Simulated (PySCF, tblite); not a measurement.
**C6H10ClF+ (doublet): geometry, infrared bands and EPR parameters**

Aim: predict the infrared bands and EPR parameters of C6H10ClF+ (doublet) (`CCC[C+](F)[C](C)Cl`).

Computed with tblite 0.8.0 and PySCF 2.14.0, with density-fitted response routines of our own, on a single molecule in the gas phase. Atoms count from 0, in the outputs and in this text.

### 1 The starting structure

18 atoms, charge 1, multiplicity 2; geometry from: force field or distance geometry start.

Bonds of the start (Å): C0–C1 1.51, C1–C2 1.55, C2–C3 1.49, C3–F4 1.34, C3–C5 1.43, C5–C6 1.49, C5–Cl7 1.72, C0–H8 1.10, C0–H9 1.10, C0–H10 1.10, C1–H11 1.10, C1–H12 1.08, C2–H13 1.10, C2–H14 1.09, C6–H15 1.08, C6–H16 1.10, C6–H17 1.10.

### 2 Optimising the geometry with GFN2-xTB

What the job is given:

```
{"job": {"kind": "relax", "xc": "GFN2-xTB", "basis": "xTB"}, "charge": 1, "multiplicity": 2}
C     -2.881600     0.555100    -0.101200
C     -1.409000     0.611700    -0.429700
C     -0.691900    -0.688200     0.001200
C      0.754700    -0.650300    -0.345900
F      1.154500    -1.171200    -1.516200
C      1.772200    -0.122700     0.514200
C      3.203400    -0.144800     0.084100
Cl     1.420100     0.607800     2.033800
H     -3.370200     1.486100    -0.407700
H     -3.060200     0.427000     0.978300
H     -3.380600    -0.271000    -0.628000
H     -0.962500     1.464800     0.094300
H     -1.279700     0.774700    -1.486300
H     -1.151300    -1.530300    -0.536900
H     -0.858100    -0.871000     1.067200
H      3.339400     0.460100    -0.800600
H      3.874600     0.246500     0.862900
H      3.517500    -1.178000    -0.135000
```

Command:

```bash
OMP_NUM_THREADS=1 python probes_run.py task.json out
```

The driver reads the jobs from task.json and runs them one after another.

Standard output:

```text
step      E/eV     max force
  0    -727.23029    1.339
  1    -727.33386    0.932
  2    -727.38618    0.405
  3    -727.40174    0.324
  4    -727.40996    0.248
  5    -727.41434    0.223
  6    -727.41762    0.146
  7    -727.41980    0.154
  8    -727.42107    0.079
  9    -727.42170    0.067
 10    -727.42213    0.051
 11    -727.42249    0.060
 12    -727.42289    0.059
 13    -727.42337    0.074
 14    -727.42395    0.069
 15    -727.42446    0.070
 16    -727.42482    0.049
 17    -727.42507    0.038
 18    -727.42529    0.039
 19    -727.42548    0.037
 20    -727.42563    0.032
 21    -727.42574    0.023
 22    -727.42583    0.025
 23    -727.42591    0.020
 24    -727.42598    0.021
 25    -727.42607    0.024
 26    -727.42616    0.028
 27    -727.42626    0.030
 28    -727.42636    0.028
 29    -727.42650    0.029
 30    -727.42670    0.041
 31    -727.42699    0.067
 32    -727.42735    0.071
 33    -727.42768    0.047
 34    -727.42795    0.034
 35    -727.42820    0.034
 36    -727.42846    0.050
 37    -727.42874    0.046
 38    -727.42904    0.042
 39    -727.42937    0.047
 40    -727.42968    0.048
 41    -727.42993    0.042
 42    -727.43011    0.029
 43    -727.43028    0.032
 44    -727.43043    0.031
 45    -727.43052    0.025
 46    -727.43058    0.014
 47    -727.43061    0.016
 48    -727.43066    0.023
 49    -727.43071    0.027
 50    -727.43075    0.020
 51    -727.43079    0.019
 52    -727.43083    0.023
 53    -727.43088    0.024
 54    -727.43094    0.024
 55    -727.43099    0.015
 56    -727.43103    0.019
 57    -727.43108    0.023
 58    -727.43112    0.023
 59    -727.43115    0.012
 60    -727.43116    0.008
```

Run time: 0.46 s. Hardware: 1 thread of Intel Xeon Platinum 8488C, shared host.

The steps of the relaxation: (not every step is listed)

```csv
step,energy from step 0 (eV),largest force (eV/Å)
0,0.0000,1.3392
1,-0.1036,0.9323
2,-0.1559,0.4053
3,-0.1715,0.3243
4,-0.1797,0.2480
5,-0.1841,0.2232
6,-0.1873,0.1457
7,-0.1895,0.1536
8,-0.1908,0.0788
12,-0.1926,0.0589
16,-0.1945,0.0485
20,-0.1953,0.0322
24,-0.1957,0.0212
28,-0.1961,0.0283
32,-0.1971,0.0709
36,-0.1982,0.0497
40,-0.1994,0.0483
44,-0.2001,0.0314
48,-0.2004,0.0227
52,-0.2005,0.0226
55,-0.2007,0.0150
56,-0.2007,0.0185
57,-0.2008,0.0230
58,-0.2008,0.0228
59,-0.2009,0.0117
60,-0.2009,0.0079
```

Close pairs (by a distance rule), those that changed most:

```csv
bond,before (Å),after (Å),change (Å)
C3–C5,1.433,1.390,-0.043
C5–Cl7,1.722,1.687,-0.036
C2–C3,1.488,1.457,-0.031
C1–C2,1.546,1.576,+0.030
C5–C6,1.495,1.473,-0.022
C3–F4,1.342,1.323,-0.019
C0–H9,1.102,1.087,-0.015
C6–H16,1.100,1.086,-0.014
```

The next job starts from the end point, and lists it.

### 3 Infrared spectrum with GFN2-xTB

What the job is given:

```
{"job": {"kind": "ir", "xc": "GFN2-xTB", "basis": "xTB"}, "charge": 1, "multiplicity": 2}
C     -2.872547     0.536826    -0.154474
C     -1.391385     0.618695    -0.435587
C     -0.677882    -0.686257     0.086111
C      0.741757    -0.624403    -0.234213
F      1.069156    -0.971668    -1.468250
C      1.789685    -0.170428     0.558298
C      3.173521    -0.132835     0.056261
Cl     1.466222     0.335286     2.134528
H     -3.338669     1.457434    -0.512217
H     -3.080351     0.453059     0.909276
H     -3.341301    -0.291420    -0.679482
H     -0.949801     1.473932     0.076839
H     -1.208432     0.707426    -1.506428
H     -1.139335    -1.524554    -0.440197
H     -0.846268    -0.765031     1.158282
H      3.226239     0.439602    -0.874647
H      3.858352     0.289670     0.785262
H      3.512278    -1.139017    -0.210979
```

Standard output:

```text
mode    cm-1     km/mol
  1     -42.7      5.28
  2      34.4      0.25
  3      67.8      0.03
  4      80.4      2.90
  5     164.9      1.98
  6     203.1      3.50
  7     239.6      1.03
  8     292.1      0.23
  9     317.6      0.94
 10     351.5      0.29
 11     420.2      4.03
 12     441.1      3.07
 13     586.9      5.94
 14     687.8      2.85
 15     788.4      4.09
 16     864.6      3.70
 17     880.5      7.57
 18     901.7     18.41
 19     948.7     22.95
 20    1008.8    116.52
 21    1018.6     63.40
 22    1071.6     47.68
 23    1090.6     83.66
 24    1133.4     18.56
 25    1172.5     67.85
 26    1218.1     10.20
 27    1220.5      2.81
 28    1266.4    160.12
 29    1291.5     50.10
 30    1345.6    288.00
 31    1354.4     36.87
 32    1366.4     25.86
 33    1369.5    180.07
 34    1410.8     38.47
 35    1417.9     35.13
 36    1456.3     48.34
 37    1457.8      2.96
 38    1474.0    108.64
 39    2944.0     26.12
 40    2976.5    218.46
 41    2979.2     35.88
 42    2982.2     15.74
 43    3001.1     17.89
 44    3007.3      7.87
 45    3027.4      3.01
 46    3049.2     27.55
 47    3054.2      8.04
 48    3072.0     15.18
```

Wall time 0.86 s (1 thread of Intel Xeon Platinum 8488C, shared host).

The strongest bands and the atoms that carry them (share of the mass-weighted mode):

```csv
cm⁻¹,km/mol,atoms
1009,116.5,"H8 27 %, C1 17 %, H11 12 %, C2 12 %"
1091,83.7,"H16 15 %, C5 11 %, C3 10 %"
1172,67.8,"C5 32 %, H13 26 %, C6 14 %"
1266,160.1,"C3 30 %, H11 25 %, H12 12 %"
1346,288.0,"H15 41 %, H17 40 %"
1370,180.1,"H8 31 %, H9 28 %, H10 19 %, C0 13 %"
1474,108.6,"C3 43 %, C5 33 %"
2976,218.5,"H15 39 %, H8 34 %, H17 21 %"
```

### 4 g tensor and hyperfine couplings: B3LYP/pcH-1

Same as in step 3 but for these lines:

```diff
@@ -1,2 +1,2 @@
-{"job": {"kind": "ir", "xc": "GFN2-xTB", "basis": "xTB"}, "charge": 1, "multiplicity": 2}
+{"job": {"kind": "epr", "basis": "pcH-1"}, "charge": 1, "multiplicity": 2}
 C     -2.872547     0.536826    -0.154474
```

Method: UKS B3LYP, pcH-1 on C Cl F H, non-relativistic, mean-field spin-orbit, GIAO.

Standard output:

```text
UKS, coarse grid
  cycle   1  E = -794.29513621  |g| = 5.11e-01
  cycle   2  E = -793.93360977  |g| = 9.91e-01
  cycle   3  E = -794.39955321  |g| = 1.09e-01
  cycle   4  E = -794.40415957  |g| = 6.77e-02
  cycle   5  E = -794.40604140  |g| = 1.87e-02
  cycle   6  E = -794.40617960  |g| = 6.52e-03
  cycle   7  E = -794.40619696  |g| = 1.35e-03
  cycle   8  E = -794.40619946  |g| = 5.33e-04
UKS, final grid
  cycle   1  E = -794.40618539  |g| = 5.94e-04
  cycle   2  E = -794.40618526  |g| = 8.26e-04
  cycle   3  E = -794.40618554  |g| = 1.12e-04
  cycle   4  E = -794.40618555  |g| = 3.24e-05
  cycle   5  E = -794.40618555  |g| = 2.10e-05
E = -794.40618555 Eh   <S^2> = 0.7518 (exact 0.7500)
g shifts (ppm)      1          2          3
  rmc          -212       -212       -212
  gc             -6         44         40
  oz_so        -302       9090      12862
  total        -520       8921      12690
hyperfine (MHz)  atom isotope    a_iso     a_fc   dipolar eigenvalues
    0   13C       0.33       0.33     -1.89     -1.87      3.76
    1   13C      16.84      16.85     -6.87     -6.68     13.56
    2   13C     -11.52     -11.54     -4.47     -2.56      7.03
    3   13C      16.79      16.87    -32.53    -28.97     61.50
    4   19F      68.97      69.62   -155.60   -147.53    303.13
    5   13C      22.85      22.31    -35.69    -33.02     68.71
    6   13C     -13.69     -13.78     -3.62     -1.25      4.86
    7  35Cl       8.34       7.47    -37.15    -32.66     69.81
    8    1H      21.41      21.41     -1.62     -0.29      1.90
    9    1H       0.19       0.19     -1.62     -0.49      2.11
   10    1H      -0.85      -0.85     -1.61     -0.38      2.00
   11    1H      -3.45      -3.45     -4.52      0.46      4.06
   12    1H      -2.03      -2.03     -3.99     -0.12      4.12
   13    1H      25.66      25.66     -3.08     -2.41      5.50
   14    1H      12.93      12.93     -3.50     -1.18      4.68
   15    1H      69.93      69.92     -4.76     -1.16      5.92
   16    1H      -0.68      -0.71     -2.54     -1.94      4.48
   17    1H      80.96      80.95     -4.72     -1.56      6.28
```

It took 1.7 min on 1 thread of Intel Xeon Platinum 8488C, shared host; peak memory 1.1 GiB.

Principal g values 2.00180, 2.01124, 2.01501; g(iso) = 2.00935, against 2.00232 for a free electron.

Mean a(iso) over the nuclei that a row names, and the largest dipolar term of the row (other rows stand at the frozen geometry):

```csv
nuclei,isotope,a(iso) (MHz),"a(iso) (G, at g = 2.0023)",largest dipolar term (MHz)
F4,19F,69.0,24.6,303.1
"H15, H16, H17",1H,50.1,17.9,6.3
C5,13C,22.8,8.2,68.7
"H13, H14",1H,19.3,6.9,5.5
C1,13C,16.8,6.0,13.6
C3,13C,16.8,6.0,61.5
C6,13C,-13.7,-4.9,4.9
C2,13C,-11.5,-4.1,7.0
Cl7,35Cl,8.3,3.0,69.8
"H8, H9, H10",1H,6.9,2.5,2.1
"H11, H12",1H,-2.7,-1.0,-4.5
C0,13C,0.3,0.1,3.8
```

Mulliken spin populations:

C0 0.01; C1 0.05; C2 -0.01; C3 0.32; F4 0.06; C5 0.34; C6 -0.01; Cl7 0.17; H8 0.01; H9 0.00; H10 0.00; H11 0.00; H12 0.00; H13 0.01; H14 0.01; H15 0.03; H16 0.00; H17 0.03

In first order the couplings over 0.8 MHz of 19F, 1H, 35Cl give 1024 distinct lines over 110.2 G, if the averaged nuclei exchange fast.

The fields below are evaluated on a grid from the run's orbitals.

ELF in a plane through or near 7 of the atoms.

Values, 10 rows by 14 columns:
```
0.00 0.00 0.00 0.00 0.00 0.00 0.00 0.00 0.00 0.00 0.00 0.00 0.00 0.00
0.00 0.00 0.00 0.01 0.16 0.22 0.11 0.01 0.00 0.00 0.00 0.00 0.00 0.00
0.00 0.00 0.00 0.11 0.86 0.46 0.88 0.24 0.00 0.00 0.15 0.00 0.00 0.00
0.00 0.00 0.17 0.04 0.37 0.31 0.79 0.03 0.03 0.24 1.00 0.58 0.00 0.00
0.00 0.01 0.40 0.56 0.55 0.29 0.09 0.46 0.27 0.24 0.98 0.24 0.00 0.00
0.00 0.01 0.43 0.98 0.58 0.76 0.58 0.62 0.80 0.35 0.97 0.67 0.02 0.00
0.00 0.00 0.61 0.96 0.06 0.65 0.71 0.05 0.12 0.02 0.98 0.90 0.01 0.00
0.00 0.00 0.00 0.02 0.01 0.69 0.81 0.11 0.00 0.00 0.03 0.01 0.00 0.00
0.00 0.00 0.00 0.00 0.00 0.01 0.02 0.00 0.00 0.00 0.00 0.00 0.00 0.00
0.00 0.00 0.00 0.00 0.00 0.00 0.00 0.00 0.00 0.00 0.00 0.00 0.00 0.00
```
The map spans 12.9 Å across and 9.5 Å up, centred on the molecule. Atoms in the plane (x, y in Å): C3 (-0.8, -0.4), F4 (-1.1, -1.7), C5 (-1.8, 0.5), Cl7 (-1.5, 2.1), H9 (3.0, 1.1), H10 (3.3, -0.6), H17 (-3.6, -0.6).

On the surface of density 0.002 e/bohr³ the electrostatic potential runs, from the 1st to the 99th percentile, from 3.15 to 5.73 V.

The spin density lies nearest to C3, C5 about 28 % each; Cl7 18 %; F4 7 %.

### 5 Summary of results

```
                                 quantity                  value
strongest single infrared mode (GFN2-xTB)  1346 cm⁻¹, 288 km/mol
             zero-point energy (GFN2-xTB)          89.4 kcal/mol
                           g(iso) (B3LYP)                2.00935
                                     ⟨S²⟩     0.752 (exact 0.75)
       largest a(iso) (averaged by class)    19F on F4, 69.0 MHz
```

**Reading.** Over 60 steps the energy fell by 0.201 eV; of the close pairs, C3–C5 changed most, 1.433 to 1.390 Å. The lowest mode is imaginary (43i cm⁻¹), so the xTB geometry is not a minimum. The strongest single mode, at 1346 cm⁻¹, moves mainly H15 and H17. Unscaled tight-binding wavenumbers are off by several per cent, some by more. Its intensities can rank the bands wrongly. The largest spin populations lie on C5 (0.34 e), C3 (0.32 e). The isotropic g lies 7.0 ppt above the free-electron value.
